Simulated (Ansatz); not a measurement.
# C2H5AlF (SMILES [CH2][Al]([CH3])[F]) at UPBE0/def2-SVP

What is the electronic atomisation energy of C2H5AlF at UPBE0/def2-SVP? 

Program for the calculation: Ansatz 0.2.0.

55 further runs of the same task are left out: 1 that didn't finish, 54 set aside as unsound or not needed.

## Step 1: Starting point

C2H5AlF: 9 atoms, total charge 0, spin state doublet. As SMILES, `[CH2][Al]([CH3])[F]`. The coordinates come from a PBE0-D4/def2-TZVP relaxation. This is one conformer, not always the lowest.

Bond lengths: C1–Al2 1.918 Å, Al2–C3 1.939 Å, Al2–F4 1.657 Å, C1–H5 1.088 Å, C1–H6 1.089 Å, C3–H7 1.094 Å, C3–H8 1.094 Å, C3–H9 1.093 Å. Some angles: C1–Al2–C3 125.9°, C1–Al2–F4 116.2°, C3–Al2–F4 117.9°, Al2–C1–H5 124.0°, Al2–C1–H6 123.9°, Al2–C3–H7 111.0°, Al2–C3–H8 110.9°, Al2–C3–H9 112.4°, H5–C1–H6 112.2°, H7–C3–H8 106.5°.

## Step 2: The energy at UPBE0/def2-SVP

molecule.yaml reads:

```yaml
crystal:
  periodic: [false, false, false]
  atoms:
    - {symbol: C, position_ang: [-0.686400, 1.587500, -0.820000]}
    - {symbol: Al, position_ang: [-0.112800, -0.228700, -0.596500]}
    - {symbol: C, position_ang: [0.607100, -1.002300, 1.029300]}
    - {symbol: F, position_ang: [-0.253200, -1.209400, -1.924700]}
    - {symbol: H, position_ang: [-1.086800, 1.989200, -1.748800]}
    - {symbol: H, position_ang: [-0.649000, 2.336800, -0.031000]}
    - {symbol: H, position_ang: [-0.009300, -1.839800, 1.370600]}
    - {symbol: H, position_ang: [1.611200, -1.403400, 0.860100]}
    - {symbol: H, position_ang: [0.667900, -0.276300, 1.843700]}
basis:
  gaussian:
    orbitals: def2-SVP
magnetization:
  spin_polarized: true
  initial_magnetization: 1
hamiltonian:
  xc: pbe0
accuracy: high
output: {orbitals: {seedname: orbitals}}
```

Command:

```console
ansatz run molecule.yaml --threads 1 --pin off --max-ram 3480MiB --events-out events.jsonl --progress --plain --runs-dir runs
```

Standard output:

```text
Warning: RAYON_NUM_THREADS=1 ignored (pool sized by the plan → 1); use --threads N
Functional definition: PBE0
  name "PBE0"
  parameter a = 0.25
  parameter kappa = 0.804
  parameter beta = 0.06672455060314922
  exchange = (1 - a)*pbe_x(kappa = kappa, mu = beta*pi^2/3) + a*exact_x
  correlation = pbe_c(beta = beta)
1920 factors; integrals over basis functions are off by at most 7.2e-9 eV
mean field evaluation 1: about -11447.9335 eV, gradient 4.2e1 eV
mean field evaluation 2: about -11445.3667 eV, gradient 4.9e1 eV
mean field evaluation 4: about -11455.7533 eV, gradient 1.4e0 eV
mean field evaluation 8: about -11455.9061 eV, gradient 3.6e-2 eV
mean field evaluation 16: about -11455.9061 eV, gradient 3.8e-5 eV
mean field -11455.90613600 eV, -420.9967854061 hartree, gradient 2.3e-8 eV, S^2 0.753257; 0 other end points of the search recorded, 0 dependent functions left out
reference -11455.90613883 eV, -420.9967855098 hartree; 20, 19 occupied and 65, 66 virtual orbitals, 1920 factors
Total energy: -11455.90613883 eV, -420.9967855098 hartree
```

It took 15 s on 1 thread of Arm Neoverse V1, shared host; peak memory 0.38 GiB.

## Step 3: The Al atom at the same level

run.yaml reads:

```yaml
basis:
  gaussian:
    orbitals: def2-SVP
crystal:
  periodic: [false, false, false]
  atoms:
    - {symbol: Al, position_ang: [0.000000, 0.000000, 0.000000]}
accuracy: high
magnetization:
  spin_polarized: true
  initial_magnetization: 1
hamiltonian:
  xc: pbe0
```

Run the same way, it converges to -242.16443 Eh (log not shown).

## Step 4: The C atom, same level

in.yaml reads:

```yaml
basis:
  gaussian:
    orbitals: def2-SVP
crystal:
  periodic: [false, false, false]
  atoms:
    - {symbol: C, position_ang: [0.000000, 0.000000, 0.000000]}
magnetization:
  spin_polarized: true
  initial_magnetization: 2
hamiltonian:
  xc: {name: PBE0}
accuracy: high
```

Command:

```console
ansatz run in.yaml --threads 1 --pin off --max-ram 3480MiB --events-out events.jsonl --progress --plain --runs-dir runs
```

Standard output (excerpt; [...] marks lines left out):

```text
Warning: RAYON_NUM_THREADS=1 ignored (pool sized by the plan → 1); use --threads N
[... 7 set-up lines as earlier in the session ...]
95 factors; integrals over basis functions are off by at most 1.9e-9 eV
mean field evaluation 1: about -1027.4469 eV, gradient 3.5e0 eV
mean field evaluation 2: about -1027.5152 eV, gradient 8.1e-1 eV
mean field evaluation 4: about -1027.5196 eV, gradient 2.5e-1 eV
mean field evaluation 8: about -1027.5200 eV, gradient 2.8e-5 eV
mean field -1027.52000482 eV, -37.7606636989 hartree, gradient 3.8e-8 eV, S^2 2.002432; 0 other end points of the search recorded, 0 dependent functions left out
reference -1027.52000597 eV, -37.7606637411 hartree; 4, 2 occupied and 10, 12 virtual orbitals, 95 factors
Total energy: -1027.52000597 eV, -37.7606637411 hartree
```

Run time: 0.39 s. Hardware: 1 thread of Arm Neoverse V1, shared host.

## Step 5: The F atom at the same level

in.yaml reads:

```yaml
crystal:
  periodic: [false, false, false]
  atoms:
    - {symbol: F, position_ang: [0.000000, 0.000000, 0.000000]}
basis:
  gaussian:
    orbitals: def2-SVP
total_charge: 0
magnetization:
  spin_polarized: true
  initial_magnetization: 1
hamiltonian:
  xc: {name: PBE0}
accuracy: high
```

Run the same way, it converges to -99.54906 Eh (log not shown).

## Step 6: The H atom at the same level

in.yaml reads:

```yaml
basis:
  gaussian: {orbitals: def2-SVP}
crystal:
  periodic: [false, false, false]
  atoms:
    - {symbol: H, position_ang: [0.000000, 0.000000, 0.000000]}
hamiltonian: {xc: pbe0}
magnetization: {spin_polarized: true, initial_magnetization: 1}
accuracy: high
```

Command:

```console
ansatz run in.yaml --threads 1 --pin off --max-ram 3480MiB --events-out events.jsonl --progress --plain --runs-dir runs
```

Standard output (excerpt; [...] marks lines left out):

```text
Warning: RAYON_NUM_THREADS=1 ignored (pool sized by the plan → 1); use --threads N
[... 7 set-up lines as earlier in the session ...]
15 factors; integrals over basis functions are off by at most 8.9e-10 eV
mean field evaluation 1: about -13.6123 eV, gradient 3.3e-1 eV
mean field evaluation 2: about -13.6122 eV, gradient 3.3e-1 eV
mean field evaluation 4: about -13.6136 eV, gradient 4.5e-6 eV
mean field evaluation 8: about -13.6136 eV, gradient 1.3e-10 eV
mean field -13.61360498 eV, -0.5002907553 hartree, gradient 2.2e-10 eV, S^2 0.750000; 0 other end points of the search recorded, 0 dependent functions left out
reference -13.61360633 eV, -0.5002908051 hartree; 1, 0 occupied and 4, 5 virtual orbitals, 15 factors
Total energy: -13.61360633 eV, -0.5002908051 hartree
```

Run time: 0.26 s. Hardware: 1 thread of Arm Neoverse V1, shared host.

## Step 7: Summary of results

At UPBE0/def2-SVP:

| quantity | value |
| --- | --- |
| molecule: total energy | -420.99679 Eh |
| molecule: HOMO energy (highest over α and β) | -7.24 eV |
| molecule: LUMO energy (lowest over α and β) | -2.62 eV |
| molecule: ⟨S²⟩ | 0.753 |
| Al atom: total energy | -242.16443 Eh |
| Al atom: ⟨S²⟩ | 0.753 |
| C atom: total energy | -37.76066 Eh |
| C atom: ⟨S²⟩ | 2.002 |
| F atom: total energy | -99.54906 Eh |
| F atom: ⟨S²⟩ | 0.751 |
| H atom: total energy | -0.50029 Eh |
| H atom: ⟨S²⟩ | 0.750 |
| electronic atomisation energy | 34.300 eV |

What this shows: Taking the molecule apart into free atoms costs 34.30 eV (3309 kJ/mol), before zero-point energy and without spin-orbit coupling.
